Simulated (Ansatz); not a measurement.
**GeC+ (quartet): from Hartree-Fock to the top rungs, cc-pVDZ**

Aim: climb from Hartree-Fock through coupled cluster and multireference methods for GeC+ (quartet) at one geometry and basis, and see what each rung misses.

Method: cc-pVDZ, core rule «outside noble gas», up to 15 orbitals frozen; program: Ansatz 0.2.0, Gaussian basis.

Plan: UHF; CCSD(T) on ROHF; CCSD(T) on UHF; BCCD(T) on ROHF; CISD; CCSDT(Q) on ROHF; CCSDT(Q) on UHF; CASSCF and MRCISD+Q, 7 electrons in 8 orbitals; CASSCF and NEVPT2, 7 electrons in 8 orbitals; Full CI.

9 further runs of the same task are left out: 5 that didn't finish, 4 set aside as unsound or not needed.

**1. The system**

The geometry is a PBE0/def2-TZVP stationary point (not a proven minimum). No spin-orbit coupling is included. The filled d shell of Ge may be among the frozen orbitals whatever the setting's name suggests; the logs give the count.

2 atoms, charge 1, spin multiplicity 4.

Atoms are counted from 1 here; the program's logs count them from 0.

Bond lengths: Ge1–C2 1.910 Å.

**2. UHF**

Contents of in.yaml:

```yaml
crystal:
  periodic: [false, false, false]
  atoms:
    - {symbol: Ge, position_ang: [0.000000, 0.000000, 0.000000]}
    - {symbol: C, position_ang: [0.000000, 0.000000, 1.910400]}
basis:
  gaussian: {orbitals: cc-pVDZ}
total_charge: 1
magnetization: {spin_polarized: true, initial_magnetization: 3}
hamiltonian: {xc: hf}
output: {orbitals: {seedname: orbitals}}
```

The run is started by

```
ansatz run in.yaml --threads 1 --pin off --events-out ev --progress --plain --max-ram 2393MiB
```

Further steps of the session: CCSD(T) on ROHF; CCSD(T) on UHF; BCCD(T) on ROHF; CISD; CCSDT(Q) on ROHF; CCSDT(Q) on UHF; CASSCF and MRCISD+Q, 7 electrons in 8 orbitals; CASSCF and NEVPT2, 7 electrons in 8 orbitals; Full CI.

Q: Predict the results of all the runs planned. Wanted: FCI below the RHF energy; RMP2 from FCI; UMP2 from FCI; RCCSD from FCI; RCCSD(T) from FCI; UCCSD(T) from FCI; RCCSDT(Q) from FCI; UCCSDT(Q) from FCI; NEVPT2 valence from FCI.

**Answer**, as computed:

```
                         quantity                                                   value
         FCI below the RHF energy                                              -4.1163 eV
                    RMP2 from FCI                                         +25.75 kcal/mol
                    UMP2 from FCI                                         +25.71 kcal/mol
                   RCCSD from FCI                                          +5.07 kcal/mol
                RCCSD(T) from FCI                                          +1.41 kcal/mol
                UCCSD(T) from FCI                                          +1.34 kcal/mol
               RCCSDT(Q) from FCI                                           0.00 kcal/mol
               UCCSDT(Q) from FCI                                          -0.10 kcal/mol
          NEVPT2 valence from FCI                                         +11.87 kcal/mol
        MRCISD+Q valence from FCI                                          +0.10 kcal/mol
levels within 1 kcal/mol (43 meV)  RCCSDT, UCCSDT, RCCSDT(Q), UCCSDT(Q), MRCISD+Q valence
                    T1 diagnostic                                                   0.055
   effectively unpaired electrons                                                    3.08
```

In words: RCCSD(T) lands +1.41 kcal/mol from the yardstick (1.5 % of the correlation energy). UCCSDT(Q) falls below full CI: unrestricted runs freeze a spin-polarised core, another one than full CI's, and coupled cluster isn't variational. The occupations are near whole numbers, but T1 = 0.055 shows that the orbitals relax strongly. Of the multireference levels listed MRCISD+Q valence comes nearest in total energy (+0.10 kcal/mol), which doesn't show that its space is the better one. These misses are within one basis, not against nature; the frozen cores of restricted and unrestricted runs differ, which can shift their rows.
